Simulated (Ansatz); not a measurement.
This script drives Ansatz 0.2.0 through its Python package.

Contents of `rb3nah4_rb3nah4.extxyz`:
```text
8
Lattice="5.844031 0.0 0.0 0.0 5.844031 0.0 0.0 0.0 5.844031" Properties=species:S:1:pos:R:3 pbc="T T T"
Rb    0.00000000    0.00000000    2.92201550
Rb    0.00000000    2.92201550    0.00000000
Rb    2.92201550    0.00000000    0.00000000
Na    2.92201550    2.92201550    2.92201550
H     2.92201550    2.92201550    0.00000000
H     2.92201550    0.00000000    2.92201550
H     0.00000000    2.92201550    2.92201550
H     0.00000000    0.00000000    0.00000000
```

Contents of `rb3nah4_rb.vasp`:
```text
Rb
1.0
  -2.80250000    2.80250000    2.80250000
   2.80250000   -2.80250000    2.80250000
   2.80250000    2.80250000   -2.80250000
Rb
1
Direct
   0.00000000    0.00000000    0.00000000
```

Contents of `rb3nah4_na.vasp`:
```text
Na
1.0
  -2.14100000    2.14100000    2.14100000
   2.14100000   -2.14100000    2.14100000
   2.14100000    2.14100000   -2.14100000
Na
1
Direct
   0.00000000    0.00000000    0.00000000
```

The script reads `rb3nah4_h2.vasp`:
```text
H
1.0
   9.00000000    0.00000000    0.00000000
   0.00000000    9.50000000    0.00000000
   0.00000000    0.00000000   10.00000000
H
2
Direct
   0.50000000    0.50000000    0.46250000
   0.50000000    0.50000000    0.53750000
```

Script `rb3nah4.py`:
```python
"""Formation energy of Rb3NaH4 from the elements, after relaxing atoms and volume at fixed cell shape."""

from collections import Counter
import warnings

import ansatz as az
from ase.io import read
import numpy as np

XC = "r2scan"
K_SPACING = 0.3
FILLING = "fermi_dirac"
SMEARING_WIDTH = 0.02

GASES = {"H2"}


def run_phase(name, crystal):
    calc = (
        crystal.calculation()
        .functional(XC)
        .basis(23 * az.Ha)
        .kpoints(spacing=K_SPACING)
        .occupations(FILLING, width=SMEARING_WIDTH)
        .stress()
    )
    if name in GASES:
        return calc.kpoints(1, 1, 1).relax(force_tolerance=0.03).run(threads=1, backend="cpu")
    calc = calc.relax(force_tolerance=0.03, fix_cell=["shape"])
    return calc.run(threads=1, backend="cpu")


def counts(outcome):
    return Counter(site.symbol for site in outcome.lattice.sites)

def formation_energy(outcome, mu):
    n = counts(outcome)
    return (outcome.report["energy_sigma0_ev"] - sum(k * mu[element] for element, k in n.items())) / sum(n.values())


def volume_per_atom(outcome):
    return abs(np.linalg.det(outcome.lattice.cell_ang)) / len(outcome.lattice.sites)


def main() -> None:
    warnings.simplefilter("ignore", az.DeckWarning)

    phases = {}
    rb3nah4 = az.Crystal.from_extxyz("rb3nah4_rb3nah4.extxyz")
    phases["Rb3NaH4"] = rb3nah4
    atoms = read("rb3nah4_rb.vasp", format="vasp")
    rb = az.Crystal.from_ase(atoms)
    phases["Rb"] = rb
    atoms = read("rb3nah4_na.vasp", format="vasp")
    na = az.Crystal.from_ase(atoms)
    phases["Na"] = na
    atoms = read("rb3nah4_h2.vasp", format="vasp")
    h2 = az.Crystal.from_ase(atoms)
    phases["H2"] = h2

    done = {name: run_phase(name, crystal) for name, crystal in phases.items()}

    # chemical potentials of the elements at zero temperature
    references = {"Rb": "Rb", "Na": "Na", "H": "H2"}
    mu = {element: done[name].report["energy_sigma0_ev"] / len(done[name].lattice.sites) for element, name in references.items()}

    target = done["Rb3NaH4"]
    heat = formation_energy(target, mu)
    rows = [(name, len(o.lattice.sites), volume_per_atom(o), formation_energy(o, mu)) for name, o in done.items()]
    print("     phase       atoms  V (A^3/atom)  E_form (eV/atom)")
    for row in rows:
        print(f"{str(row[0]):>10}  {row[1]:10d}  {row[2]:12.3f}  {row[3]:16.4f}")
    # no correction for the overbinding of the gas molecule is applied


if __name__ == "__main__":
    main()
```

It is started by `python rb3nah4.py`. Estimate its wall time and peak memory on 1 thread of Arm Neoverse N1, on a shared host.

It took about 2.8 min, with a peak of 1.1 GiB, for 4 runs of the engine.

```console
$ python rb3nah4.py
     phase       atoms  V (A^3/atom)  E_form (eV/atom)
   Rb3NaH4           8        24.411           -0.2028
        Rb           1        94.846            0.0000
        Na           1        37.573            0.0000
        H2           2       427.500            0.0000
```

For the metals among these phases the mesh is modest: differences between phases can be off by up to 40 meV an atom. The program warned that this SCF threshold is loose for forces or stresses. Atoms and volume are relaxed with the cell's shape held, which in cells of lower than cubic symmetry can hide stresses and shift volumes. The cells come from databases of deposited and of computed structures, and not all need be stable phases. The compound is the structure given, not necessarily its lowest; energies are at zero temperature, with no correction for gases. A semilocal functional's error on such energies is often 0.05 to 0.1 eV an atom, and 0.1 to 0.3 eV against gases such as O2 or F2. The script silences the warnings on its input, which a real study should read.
